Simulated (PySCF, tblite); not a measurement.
**C2H13NS2Si3: geometry, infrared bands and NMR shifts**

Wanted: the infrared bands and NMR shifts of C2H13NS2Si3 (`CC[Si@H](S[SiH3])S[SiH2]N`), by calculation.

The runs use tblite 0.8.0 and PySCF 2.14.0, with density-fitted response routines of our own; the level of theory stands in each step. All values are computed, except where a source is named. Atoms are numbered from 0 throughout.

**1. The molecule as given**

21 atoms, charge 0, multiplicity 1; geometry from: force field or distance geometry start.

Bonds of the start (Å): C0–C1 1.53, C1–Si2 1.86, Si2–S3 2.14, S3–Si4 2.13, Si2–S5 2.15, S5–Si6 2.16, Si6–N7 1.78, C0–H8 1.10, C0–H9 1.10, C0–H10 1.11, C1–H11 1.09, C1–H12 1.14, Si2–H13 1.47, Si4–H14 1.45, Si4–H15 1.47, Si4–H16 1.48, Si6–H17 1.45, Si6–H18 1.48, N7–H19 1.03, N7–H20 1.04.

**2. Optimising the geometry with GFN2-xTB**

The job: settings as JSON, then the geometry in Å.

```
{"job": {"kind": "relax", "xc": "GFN2-xTB", "basis": "xTB"}, "charge": 0, "multiplicity": 1}
C     -0.990300    -2.334800    -0.289200
C     -1.679000    -1.107700     0.312800
Si    -0.344800     0.162700     0.555600
S     -0.997400     2.162300     0.158200
Si    -3.066600     2.308600    -0.318400
S      1.300900    -0.282000    -0.752900
Si     3.030700     0.577300     0.221600
N      4.510200    -0.324300    -0.180000
H     -0.986800    -3.165900     0.434500
H      0.051000    -2.061700    -0.523100
H     -1.570000    -2.664500    -1.181500
H     -2.521200    -0.777200    -0.295100
H     -2.062100    -1.362700     1.354700
H      0.185000     0.104200     1.923700
H     -3.822800     1.207700     0.256200
H     -3.264500     2.319100    -1.779600
H     -3.648700     3.572600     0.172300
H      3.096600     1.976000    -0.167700
H      2.780000     0.474800     1.680800
H      5.346300     0.278500    -0.193700
H      4.644600    -1.046100     0.551200
```

Run with:

```bash
$ OMP_NUM_THREADS=1 python probes_run.py task.json out
```

This one command runs all jobs of the session in turn.

**Question.** This job is followed by: GFN2-xTB harmonic vibrations, gas phase; GIAO PBE0/pcSseg-1 NMR shielding, non-relativistic, gas phase. What will the session give for the following? strongest single infrared mode (GFN2-xTB); zero-point energy (GFN2-xTB); 13C shifts against TMS (PBE0/pcSseg-1); 1H shifts against TMS (PBE0/pcSseg-1, means over atoms taken as alike); 29Si shifts against TMS (PBE0/pcSseg-1); 33S shifts against CS2 (PBE0/pcSseg-1); 15N shifts against NH3 (PBE0/pcSseg-1).

As calculated:

```
                                                              quantity                                               value
                             strongest single infrared mode (GFN2-xTB)                                773 cm⁻¹, 416 km/mol
                                          zero-point energy (GFN2-xTB)                                       90.9 kcal/mol
                                13C shifts against TMS (PBE0/pcSseg-1)                                       16.8, 9.6 ppm
1H shifts against TMS (PBE0/pcSseg-1, means over atoms taken as alike)  5.57, 5.42, 5.28, 4.59, 1.17, 1.16, 0.95, 0.41 ppm
                               29Si shifts against TMS (PBE0/pcSseg-1)                              11.5, -25.8, -65.1 ppm
                                33S shifts against CS2 (PBE0/pcSseg-1)                                      -263, -265 ppm
                                15N shifts against NH3 (PBE0/pcSseg-1)                                            11.3 ppm
```

In words: The optimisation took 258 steps and gained 0.953 eV; among the close pairs (by a distance rule), Si6–N7 changed most, from 1.779 to 1.709 Å. All 57 modes are real, so the xTB geometry is a minimum. The strongest single mode, at 773 cm⁻¹, is spread over several atoms, H16, H14, H15 among them. GFN2-xTB is a fitted tight-binding method: band positions and strengths are rough. Its intensities can rank the bands wrongly. At PBE0/pcSseg-1: The largest span, 248 ppm, is at S5, where the paramagnetic term is -296 ppm.
